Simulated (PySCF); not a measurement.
**One shape, several levels: C3H7BCl2 (BCl2(nPr))**

We compute a comparison of 6 runs (HF/STO-3G, HF/3-21G, HF/def2-SVP, BP86/6-31G, B3LYP/6-31G*, PBE0/def2-SVP) of C3H7BCl2 (BCl2(nPr)). The job is set up through a Python script.

The results are computed with PySCF 2.14.0.

## 1. The system as given

The species is C3H7BCl2 (13 atoms), meant as a singlet with charge 0. As SMILES, `CCCB(Cl)Cl`. Geometry: relaxed at GFN2-xTB. This is one conformer, not always the lowest.

Bond lengths: B1–Cl2 1.718 Å, B1–Cl3 1.718 Å, B1–C4 1.588 Å, C4–C5 1.545 Å, C5–C6 1.523 Å, C4–H7 1.092 Å, C4–H8 1.092 Å, C5–H9 1.091 Å, C5–H10 1.091 Å, C6–H11 1.087 Å, C6–H12 1.087 Å, C6–H13 1.088 Å. Some angles: Cl2–B1–Cl3 118.2°, Cl2–B1–C4 121.0°, Cl3–B1–C4 120.7°, B1–C4–C5 111.2°, C4–C5–C6 111.3°, B1–C4–H7 111.3°, B1–C4–H8 111.5°, C5–C4–H7 107.5°, C5–C4–H8 107.7°, C4–C5–H9 109.3°.

## 2. Energy and forces at HF/STO-3G (run 1)

File input.py:

```python
# BCl2(nPr)
from pyscf import gto

mol = gto.M(
    atom='''
B    0.999340   1.677580   0.774980
Cl   2.717220   1.709210   0.781430
Cl   0.161220   3.174290   0.681270
C    0.205780   0.301700   0.782440
C   -0.118700  -0.165150  -0.653740
C   -0.882940  -1.482200  -0.647050
H   -0.740100   0.392340   1.320160
H    0.781860  -0.488770   1.266910
H    0.811490  -0.285260  -1.211930
H   -0.713440   0.600520  -1.155020
H   -1.824380  -1.375120  -0.113500
H   -1.098410  -1.798700  -1.664670
H   -0.298940  -2.260430  -0.161290
''',
    basis='sto-3g',
    charge=0,
    spin=0,
    verbose=4,
    max_memory=1860,
)

mf = mol.RHF()
mf.conv_tol = 1e-10
mf.kernel()
if not mf.converged:
    mf = mf.newton().run(mf.mo_coeff, mf.mo_occ)

energy = mf.e_tot
print(f'total energy: {energy:.8f} hartree')
grad = mf.nuc_grad_method().kernel()
mf.analyze()
```

Launch:

```
OMP_NUM_THREADS=1 python input.py
```

Output:

```text
PySCF version 2.14.0

[... 80 lines left out ...]
Nuclear Repulsion Energy =             325.948286844519885
[... 8 lines left out ...]
MO #3   energy= -11.0657003497252  occ= 2
[... 6 lines left out ...]
MO #10  energy= -7.84886961462972  occ= 2
[... 6 lines left out ...]
MO #17  energy= -1.03332988049807  occ= 2
[... 6 lines left out ...]
MO #24  energy= -0.543348508157631 occ= 2
[... 6 lines left out ...]
MO #31  energy= -0.406092319274404 occ= 2
[... 6 lines left out ...]
MO #38  energy= 0.65236149794819   occ= 0
[... 6 lines left out ...]
MO #45  energy= 0.809483851822578  occ= 0
[... 61 lines left out ...]
Dipole moment(X, Y, Z, Debye): -1.02602, -1.75794, -0.06434
```

Wall time 4.8 s (1 thread of Intel Xeon at 2.70GHz, shared host); peak memory 0.12 GiB.

## 3. Energy and forces at HF/3-21G (run 2)

File geometry.xyz:

```xyz
13

B      0.999340     1.677580     0.774980
Cl     2.717220     1.709210     0.781430
Cl     0.161220     3.174290     0.681270
C      0.205780     0.301700     0.782440
C     -0.118700    -0.165150    -0.653740
C     -0.882940    -1.482200    -0.647050
H     -0.740100     0.392340     1.320160
H      0.781860    -0.488770     1.266910
H      0.811490    -0.285260    -1.211930
H     -0.713440     0.600520    -1.155020
H     -1.824380    -1.375120    -0.113500
H     -1.098410    -1.798700    -1.664670
H     -0.298940    -2.260430    -0.161290
```

File run.py:

```python
import pyscf.grad
from pyscf import gto, scf

system = gto.M(
    atom='geometry.xyz',
    max_memory=1860,
    verbose=4,
    basis='3-21g',
)

hf = scf.RHF(system)
hf.conv_tol = 1e-10
hf.kernel()
if not hf.converged:
    hf = hf.newton().run(hf.mo_coeff, hf.mo_occ)

e_final = hf.e_tot
print('Final energy', e_final)
grad = hf.Gradients().kernel()
hf.analyze()
```

Launch:

```
OMP_NUM_THREADS=1 python run.py
```

Output:

```text
PySCF version 2.14.0

[... 82 lines left out ...]
Nuclear Repulsion Energy =             325.948286844519885
[... 11 lines left out ...]
MO #6   energy= -10.5148783069482  occ= 2
[... 9 lines left out ...]
MO #16  energy= -1.12025769704655  occ= 2
[... 9 lines left out ...]
MO #26  energy= -0.534093799635543 occ= 2
[... 9 lines left out ...]
MO #36  energy= 0.280931029772618  occ= 0
[... 9 lines left out ...]
MO #46  energy= 0.635229234710522  occ= 0
[... 9 lines left out ...]
MO #56  energy= 0.911697223738823  occ= 0
[... 9 lines left out ...]
MO #66  energy= 1.34991720034137   occ= 0
[... 9 lines left out ...]
MO #76  energy= 2.50716603458638   occ= 0
[... 92 lines left out ...]
Dipole moment(X, Y, Z, Debye): -1.16614, -1.99348, -0.18638
```

It took 4.5 s on 1 thread of Intel Xeon at 2.70GHz, shared host; peak memory 0.15 GiB.

Runs 3 to 5 aren't shown in full; the table further down has their settings and results.

## 4. Energy and forces at PBE0/def2-SVP (run 6)

File job.py:

```python
# BCl2(nPr)
import pyscf.grad
from pyscf import gto, dft

mol = gto.Mole()
mol.atom = '''
B      1.888479     3.170167     1.464500
Cl     5.134802     3.229939     1.476689
Cl     0.304662     5.998539     1.287414
C      0.388868     0.570130     1.478597
C     -0.224310    -0.312088    -1.235390
C     -1.668515    -2.800952    -1.222747
H     -1.398586     0.741415     2.494741
H      1.477501    -0.923641     2.394113
H      1.533494    -0.539063    -2.290216
H     -1.348206     1.134818    -2.182671
H     -3.447579    -2.598600    -0.214484
H     -2.075694    -3.399050    -3.145770
H     -0.564915    -4.271594    -0.304794
'''
mol.charge = 0
mol.unit = 'bohr'
mol.verbose = 4
mol.max_memory = 1860
mol.basis = 'def2-svp'
mol.build()

ks = dft.RKS(mol)
ks.xc = 'pbe0'
ks.grids.level = 5
ks.conv_tol = 1e-10
ks.kernel()
if not ks.converged:
    ks = ks.newton().run(ks.mo_coeff, ks.mo_occ)

e_final = ks.e_tot
print('Final energy', e_final)
grad = ks.Gradients().kernel()
dip = ks.dip_moment()
pop, q = ks.mulliken_pop()
```

Launch:

```
OMP_NUM_THREADS=1 python job.py
```

Output:

```text
PySCF version 2.14.0

[... 80 lines left out ...]
converged SCF energy = -1063.00586032899
Final energy -1063.0058603289895
[... 12 lines left out ...]
Dipole moment(X, Y, Z, Debye): -0.62766, -1.07367, -0.16890
[... 141 lines left out ...]
charge of   12H =      0.03840
```

It took 79 s on 1 thread of Intel Xeon at 2.70GHz, shared host; peak memory 1.4 GiB.

## 5. The series

```csv
run,level,integration grid,energy (Eh),dipole moment (D),HOMO energy (eV),LUMO energy (eV),wall time
1,HF/STO-3G,–,-1049.934966,2.04,-10.62,5.44,4.8 s
2,HF/3-21G,–,-1056.252182,2.32,-12.09,2.49,4.5 s
3,HF/def2-SVP,–,-1061.070420,1.44,-11.88,3.01,33 s
4,BP86/6-31G,5,-1063.842106,1.78,-7.36,-2.07,42 s
5,B3LYP/6-31G* (spherical functions),5,-1063.865108,1.50,-8.28,-1.14,64 s
6,PBE0/def2-SVP,5,-1063.005860,1.26,-8.55,-0.88,79 s
```

## 6. Outcome

| quantity | value |
| --- | --- |
| run 6: total energy | -1063.00586 Eh |
| run 6: dipole moment | 1.26 D |
| run 6: HOMO energy | -8.55 eV |
| run 6: LUMO energy | -0.88 eV |
| run 6: HOMO–LUMO gap | 7.67 eV |
| run 6: largest force on an atom | 1.564 eV/Å |

In words: The dipole moment (its size) runs from 1.26 D (PBE0/def2-SVP) to 2.32 D (HF/3-21G). The two ends differ in method and basis. The HOMO–LUMO gap runs from 5.29 eV (BP86/6-31G) to 16.07 eV (HF/STO-3G). Totals of different functionals can't be ranked against each other. In run 1 the basis is minimal, so the values are rough. All runs together took 3.8 min, the longest 79 s.
